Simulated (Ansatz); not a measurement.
# GaGe under changes of volume

One of the cells (24.335 Å³/atom); the others are scaled copies at fixed shape and fractional positions:

```
Ge Ga
1.0
     0.00000    2.89784    2.89784
     2.89784    0.00000    2.89784
     2.89784    2.89784    0.00000
Ge Ga
1 1
Cartesian
  0.0000 0.0000 0.0000
  1.4489 1.4489 1.4489
```

The cell comes from a database or a generator and needn't be the stable form of this composition.

* Program: Ansatz 0.2.0
* Functional: HSE06
* Potentials or basis: Ansatz PAW
* Cutoff: 420 eV (not typed: the program's choice for these potentials)
* k mesh: 6 × 6 × 6
* Occupations: fermi-dirac, width 0.05 eV
* Spin: no spin polarisation

| volume (Å³/atom) | energy over the lowest point (meV/atom) | pressure (GPa) |
| --- | --- | --- |
| 22.875 | ? | ? |
| 23.361 | 1.40 | 1.1 |
| 23.848 | 0.00 | -0.1 |
| 24.335 | 2.06 | -1.2 |
| 24.821 | 7.17 | -2.2 |
| 25.308 | 15.08 | -3.0 |
| 25.795 | 25.42 | -3.8 |

Q: What does the run at 22.875 Å³/atom give?

A: Energy over the lowest point 6.70 meV/atom; pressure 2.4 GPa.

Worked out: A Birch-Murnaghan fit of order 3 (a polynomial in V^(-2/3)) to the other rows has its minimum at 23.79 Å³/atom with B0 = V·E''(V) = 56 GPa and B' = 4.5. It gives 6.66 meV/atom at 22.875 Å³/atom, against the run's 6.70, and -dE/dV = 2.4 GPa, against 2.4.

Energies are extrapolated to zero smearing.

Caveats: the PAW data sets come from PBE, with cores solved anew for the run's functional, which leaves a small shift of forces and pressure; the thresholds are loose for stress.
